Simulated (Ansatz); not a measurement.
# Si2H3F3: one species, many methods

The task here is to estimate one member of a computed series from the others.

Computed with Ansatz 0.2.0, Gaussian basis. Level: functionals in def2-TZVPP, the program's frozen cores in correlated methods.

Plan: PBE-D4, r2SCAN-D4, PBE0-D4, B3LYP-D4, ωB97X-V, ωB97M-V, B2PLYP; CCSD(T)/def2-TZVPP; CCSD(T)/def2-QZVPP; extrapolation to the limit.

## The geometry

An earlier PBE0-D4 in a triple-zeta def2 set relaxation fixed the geometry.

SMILES `F[SiH2][SiH](F)F`, 8 atoms, charge 0, spin multiplicity 1.

Atoms are counted from 1 here; the program's logs count them from 0.

Bond lengths: F1–Si2 1.604 Å, Si2–Si3 2.355 Å, Si2–H6 1.485 Å, Si2–H7 1.484 Å, Si3–F4 1.591 Å, Si3–F5 1.594 Å, Si3–H8 1.481 Å. Angles: F1–Si2–Si3 108.4°, F1–Si2–H6 108.2°, F1–Si2–H7 108.6°, Si3–Si2–H6 110.4°, Si3–Si2–H7 111.1°, H6–Si2–H7 109.9°, Si2–Si3–F4 109.8°, Si2–Si3–F5 107.5°, Si2–Si3–H8 116.5°, F4–Si3–F5 107.3°, F4–Si3–H8 107.5°, F5–Si3–H8 107.8°.

The first run:

The input, in.yaml:

```yaml
crystal:
  periodic: [false, false, false]
  atoms:
    - {symbol: F, position_ang: [1.015800, 1.502951, -1.383990]}
    - {symbol: Si, position_ang: [-0.301234, 0.728853, -0.894384]}
    - {symbol: Si, position_ang: [0.301484, -0.741964, 0.843179]}
    - {symbol: F, position_ang: [0.746330, 0.091009, 2.124104]}
    - {symbol: F, position_ang: [-0.999389, -1.570708, 1.243606]}
    - {symbol: H, position_ang: [-0.850229, -0.028611, -2.047592]}
    - {symbol: H, position_ang: [-1.293818, 1.728931, -0.428705]}
    - {symbol: H, position_ang: [1.381046, -1.710462, 0.543773]}
basis:
  gaussian: {orbitals: def2-TZVPP}
hamiltonian: {xc: pbe, dispersion: d4}
output: {forces: true, orbitals: {seedname: orbitals}}
```

Run with:

```
> ansatz run in.yaml --threads 2 --pin off --events-out ev --progress --plain --max-ram 20480MiB --backend cpu
```

Steps of the session up to this table: PBE-D4 (GGA); r2SCAN-D4 (meta-GGA); PBE0-D4 (hybrid); B3LYP-D4 (hybrid); ωB97X-V (range-separated); ωB97M-V (range-separated); B2PLYP (double hybrid); CCSD(T) in def2-TZVPP; CCSD(T) in def2-QZVPP.

One table of the session follows, with a row left open; its other results are not shown here.

```
            method  atomisation energy (kJ/mol)
            PBE-D4                       2948.1
         r2SCAN-D4                       2945.9
           PBE0-D4                       2892.1
          B3LYP-D4                       2924.8
           ωB97X-V                       2964.1
           ωB97M-V                       2944.3
            B2PLYP                            ?
     HF/def2-TZVPP                       2230.1
    MP2/def2-TZVPP                       2956.1
   CCSD/def2-TZVPP                       2838.2
CCSD(T)/def2-TZVPP                       2874.4
           MP2/CBS                       3050.0
       CCSD(T)/CBS                       2973.4
```

**Question.** Estimate the row for B2PLYP.

The run gave: atomisation energy (kJ/mol): 2913.0. In the column «atomisation energy (kJ/mol)» it lies between PBE0-D4 (2892.1) and B3LYP-D4 (2924.8).

Caveats from the session: Free atoms (3 F, 2 Si, 3 H) were run apart at each level; the atomisation energy is their sum less the molecule, without zero-point or spin-orbit terms.
